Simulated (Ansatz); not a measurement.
# TiCdC4N4: the cost of one run

Program: Ansatz 0.2.0. Level of theory: DFT PBE, scalar-relativistic, plane waves, PAW. These are calculated values, not measurements.

## 1. The starting structure

The structure is cubic, space group P-43m (No. 215). The conventional cell has a = 6.011 Å, b = 6.011 Å, c = 6.011 Å, α = 90.00°, β = 90.00°, γ = 90.00°. Around Ti (site symmetry -43m) lie 4 C at 1.94 Å. Around Cd (site symmetry -43m) lie 4 N at 2.10 Å. C (site symmetry 3m) has 1 N at 1.17 Å and 1 Ti at 1.94 Å in its first shell of neighbours. N (site symmetry 3m) has 1 C at 1.17 Å in its first shell of neighbours.

As a file:

```cif
data_structure
_symmetry_space_group_name_H-M 'P 1'
_symmetry_Int_Tables_number 1
_cell_length_a 6.0108
_cell_length_b 6.0108
_cell_length_c 6.0108
_cell_angle_alpha 90.000
_cell_angle_beta 90.000
_cell_angle_gamma 90.000
_cell_volume 217.17
loop_
_atom_site_label
_atom_site_type_symbol
_atom_site_fract_x
_atom_site_fract_y
_atom_site_fract_z
_atom_site_occupancy
Ti1 Ti 0.00000 0.00000 0.00000 1
Cd1 Cd 0.50000 0.50000 0.50000 1
C1 C 0.18615 0.18615 0.18615 1
C2 C 0.18615 0.81385 0.81385 1
C3 C 0.81385 0.18615 0.81385 1
C4 C 0.81385 0.81385 0.18615 1
N1 N 0.29853 0.29853 0.29853 1
N2 N 0.29853 0.70147 0.70147 1
N3 N 0.70147 0.29853 0.70147 1
N4 N 0.70147 0.70147 0.29853 1
```

A structure generator made this guess: two interpenetrating cyanide-bridged diamond nets (P-43m, No. 215). The dimensions are guesses.

## 2. A first look at the guess

Input file input.yaml:

```yaml
crystal:
  lattice:
    - [6.01079365, 0.0, 0.0]
    - [0.0, 6.01079365, 0.0]
    - [0.0, 0.0, 6.01079365]
  atoms:
    - { symbol: Ti, position: [0.0, 0.0, 0.0], spin: 1.0 }
    - { symbol: Cd, position: [0.5, 0.5, 0.5] }
    - { symbol: C, position: [0.18614927, 0.18614927, 0.18614927] }
    - { symbol: C, position: [0.18614927, 0.81385073, 0.81385073] }
    - { symbol: C, position: [0.81385073, 0.18614927, 0.81385073] }
    - { symbol: C, position: [0.81385073, 0.81385073, 0.18614927] }
    - { symbol: "N", position: [0.2985304, 0.2985304, 0.2985304] }
    - { symbol: "N", position: [0.2985304, 0.7014696, 0.7014696] }
    - { symbol: "N", position: [0.7014696, 0.2985304, 0.7014696] }
    - { symbol: "N", position: [0.7014696, 0.7014696, 0.2985304] }
basis:
  ecutwfc: 420
kpoints:
  mp_grid: { grid: [4, 4, 4] }
hamiltonian:
  xc: pbe
scf:
  occupations: { method: gaussian, width: 0.1 }
  lower_state_search: "off"
output:
  forces: true
  stress: true
  eigenvalues: true
  populations: true
magnetization:
  spin_polarized: true
```

Started as:

```console
$ ansatz run input.yaml --threads 1 --pin off --max-ram 2560MiB --backend cpu --events-out ev --progress --plain --runs-dir out
```

What time and memory should one allow on 1 thread of Intel Xeon Platinum 8488C (Sapphire Rapids), shared host?

About 13 s, with a peak of 0.57 GiB.
